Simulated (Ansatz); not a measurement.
# C₃H₁₂N₂Si: basis-set convergence

One table from this session's results is given with a row withheld; the runs are named, their logs left out.

The runs use Ansatz 0.2.0, Gaussian basis; one geometry, several basis sets.

Levels to be run: PBE0-D4/def2-SVP; ωB97M-V/def2-SVP; PBE0-D4/def2-QZVPP; ωB97M-V/def2-QZVPP; the functionals' def2-TZVPP values are taken from earlier runs.

## The relaxed structure

An earlier PBE0-D4 in a triple-zeta def2 set relaxation fixed the geometry.

SMILES `C[Si](C)(C)NN`, 18 atoms, charge 0, spin multiplicity 1.

Atoms are counted from 1 here; the program's logs count them from 0.

Bond lengths: C1–Si2 1.877 Å, C1–H7 1.094 Å, C1–H8 1.094 Å, C1–H9 1.093 Å, Si2–C3 1.869 Å, Si2–C4 1.872 Å, Si2–N5 1.728 Å, C3–H10 1.093 Å, C3–H11 1.093 Å, C3–H12 1.093 Å, C4–H13 1.093 Å, C4–H14 1.094 Å, C4–H15 1.094 Å, N5–N6 1.410 Å, N5–H16 1.006 Å, N6–H17 1.013 Å, N6–H18 1.014 Å. Angles: Si2–C1–H7 111.5°, Si2–C1–H8 111.1°, Si2–C1–H9 111.2°, H7–C1–H8 107.0°, H7–C1–H9 107.8°, H8–C1–H9 108.0°, C1–Si2–C3 110.5°, C1–Si2–C4 107.9°, C1–Si2–N5 111.6°, C3–Si2–C4 111.4°, C3–Si2–N5 106.1°, C4–Si2–N5 109.3°, Si2–C3–H10 111.2°, Si2–C3–H11 110.7°, Si2–C3–H12 111.4°, H10–C3–H11 107.8°, H10–C3–H12 108.2°, H11–C3–H12 107.5° and more.

Set-up of the first run:

in.yaml reads:

```yaml
crystal:
  periodic: [false, false, false]
  atoms:
    - {symbol: C, position_ang: [-0.851994, -1.634802, 0.001968]}
    - {symbol: Si, position_ang: [0.226244, -0.099848, -0.061125]}
    - {symbol: C, position_ang: [2.032689, -0.565469, 0.050918]}
    - {symbol: C, position_ang: [-0.149965, 0.803286, -1.657531]}
    - {symbol: N, position_ang: [-0.081442, 0.950799, 1.275916]}
    - {symbol: N, position_ang: [-1.348142, 1.487489, 1.582977]}
    - {symbol: H, position_ang: [-1.915792, -1.378609, 0.006622]}
    - {symbol: H, position_ang: [-0.679731, -2.272775, -0.869735]}
    - {symbol: H, position_ang: [-0.646332, -2.225535, 0.898435]}
    - {symbol: H, position_ang: [2.672293, 0.319154, 0.000444]}
    - {symbol: H, position_ang: [2.312269, -1.227372, -0.772979]}
    - {symbol: H, position_ang: [2.251096, -1.091504, 0.984159]}
    - {symbol: H, position_ang: [0.492798, 1.679465, -1.772752]}
    - {symbol: H, position_ang: [-1.189447, 1.143063, -1.685261]}
    - {symbol: H, position_ang: [0.000780, 0.152793, -2.523570]}
    - {symbol: H, position_ang: [0.536382, 1.006226, 2.067768]}
    - {symbol: H, position_ang: [-1.600588, 2.187755, 0.896273]}
    - {symbol: H, position_ang: [-2.061118, 0.765905, 1.577483]}
basis:
  gaussian: {orbitals: def2-SVP}
hamiltonian: {xc: pbe0, dispersion: d4}
output: {orbitals: {seedname: orbitals}}
```

On the command line:

```
$ ansatz run in.yaml --threads 8 --pin off --events-out ev --progress --plain --max-ram 18278MiB
```

Steps of the session up to this table: PBE0-D4 in def2-SVP; ωB97M-V in def2-SVP; PBE0-D4 in def2-QZVPP; ωB97M-V in def2-QZVPP.

One of the session's tables, all rows but one given; the rest of the session is left out.

It belongs to the step «Density functionals: the series». 

```
functional       basis  HOMO (eV)  LUMO (eV)
   PBE0-D4    def2-SVP      -6.37       1.39
   PBE0-D4  def2-TZVPP      -6.58       0.74
   PBE0-D4  def2-QZVPP      -6.62       0.35
   ωB97M-V    def2-SVP          ?          ?
   ωB97M-V  def2-TZVPP      -8.96       2.09
   ωB97M-V  def2-QZVPP      -8.99       1.49
```

**Question.** Estimate the row for ωB97M-V, def2-SVP.

The run gave: HOMO (eV): -8.74; LUMO (eV): 2.95. In the column «HOMO (eV)» it lies between ωB97M-V, def2-TZVPP (-8.96) and PBE0-D4, def2-QZVPP (-6.62).
